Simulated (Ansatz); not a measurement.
# AlN: the cost of one run

Computed with the Python package of Ansatz 0.2.0. The levels of theory stand in the script.

**1. The system**

The structure is cubic, space group F-43m (No. 216). The conventional cell has a = 4.368 Å, b = 4.368 Å, c = 4.368 Å, α = 90.00°, β = 90.00°, γ = 90.00°. Al (site symmetry -43m) is surrounded by 4 N at 1.89 Å. N (site symmetry -43m) is surrounded by 4 Al at 1.89 Å.

No structure file is read: the coordinates are typed or built in the script.

**2. The script**

Contents of paw_lapw_aln.py:

```python
"""PAW against all-electron LAPW for AlN."""

import ansatz as az
import numpy as np


def count_gap(report):
    # lowest empty less highest filled band, counting bands; zero where they overlap
    return max(report.get("gap_by_band_count_ev") or 0.0, 0.0)


def main() -> None:
    cell = (
        az.Lattice.from_parameters(3.088633, 3.088633, 3.088633, alpha=60.0, beta=60.0, gamma=60.0)
        .atom("Al", (0.0, 0.0, 0.0))
        .atom("N", (0.75, 0.75, 0.75))
    )

    job = (
        cell.calculation()
        .functional("PBE")
        .kpoints(8, 8, 8, center="gamma")  # the mesh must be finer for metals
        .occupations("Fixed")  # no smearing
        .stress()  # positive in compression
        .forces()
        .band_table()  # levels at the mesh points
    )
    variants = {
        "PAW": job.pseudopotentials("paw"),
        "LAPW": job.pseudopotentials("all_electron", lapw=True),
    }
    # totals differ by the cores that each treatment holds, so compare what does not depend on them
    rows = []
    for label, variant in variants.items():
        report = variant.run(threads=1, backend="cpu").report
        levels = np.array(report["eigenvalues_ev"][0]) - report["fermi_energy_ev"]
        print(label, "levels at the first k-point near E_F:", np.round(levels[np.abs(levels) < 5], 3))
        rows.append((label, report["n_electrons"], np.trace(report["stress_gpa"]) / 3, count_gap(report)))
    print("     treatment  electrons in bands           P GPa  gap by band count eV")
    for row in rows:
        print(f"{str(row[0]):>14s}  {row[1]:18.1f}  {row[2]:14.3f}  {row[3]:20.3f}")


if __name__ == "__main__":
    main()
```

**3. The calls as engine input**

The package turns the script's settings into the engine's input (first run):

```yaml
crystal:
  lattice:
    a: 3.088633
    b: 3.088633
    c: 3.088633
    alpha: 60.0
    beta: 60.0
    gamma: 60.0
  atoms:
    - { symbol: Al, position: [0.0, 0.0, 0.0] }
    - { symbol: "N", position: [0.75, 0.75, 0.75] }
kpoints:
  mp_grid:
    grid: [8, 8, 8]
    shift: [0.0, 0.0, 0.0]
hamiltonian:
  xc: pbe
  pseudopotentials:
    kind: paw
scf:
  occupations:
    method: fixed
output:
  forces: true
  stress: true
  eigenvalues: true
```

**4. Running it**

The run is started by

```sh
python paw_lapw_aln.py
```

Q: Estimate wall time and peak memory on 1 thread of Arm Neoverse V1, shared host.

About 8.9 s, with a peak of 0.4 GiB.
